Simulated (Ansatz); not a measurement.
NiMoIrPdW:

```
Ni Mo Pd Ir W
1.0
     2.76616    0.00000    0.00000
    -1.38308    2.39557    0.00000
     0.00000    0.00000   11.02292
Ni Mo Pd Ir W
1 1 1 1 1
Direct
  0.33333 0.66667 0.59712
  0.00000 0.00000 0.41074
  0.66667 0.33333 0.79520
  0.66667 0.33333 0.19960
  0.33333 0.66667 0.99734
```

The cell was built by a generator and needn't be a form met in nature.

Base run:

| Item | Value |
| --- | --- |
| Program | Ansatz 0.2.0 |
| Functional | LDA |
| Potentials or basis | all-electron LAPW, scalar-relativistic |
| Cutoff | 259 eV |
| Density cutoff | 1037 eV |
| Basis error allowed | 0.002 eV/atom |
| k mesh | 8 × 8 × 2 |
| Occupations | fermi-dirac, width 0.05 eV |
| Spin | collinear spin, ferromagnetic start |
| Starting moments | [1.0, 1.0, 0.0, 0.6, 0.0] μB |

Its results: pressure -14.2 GPa; net moment 0.00 μB per cell; largest force 0.128 eV/Å.

The run is repeated on the same cell with these changes: functional from LDA to RPBE. What comes out?

Pressure 4.4 GPa; net moment 0.00 μB per cell; largest force 0.083 eV/Å.

RPBE binds less tightly than LDA, so the same cell stands under more pressure.

Caveats: the k mesh is thin for a metal, which can move the energy by tens of meV per atom.

Not every run made on this cell is shown here.
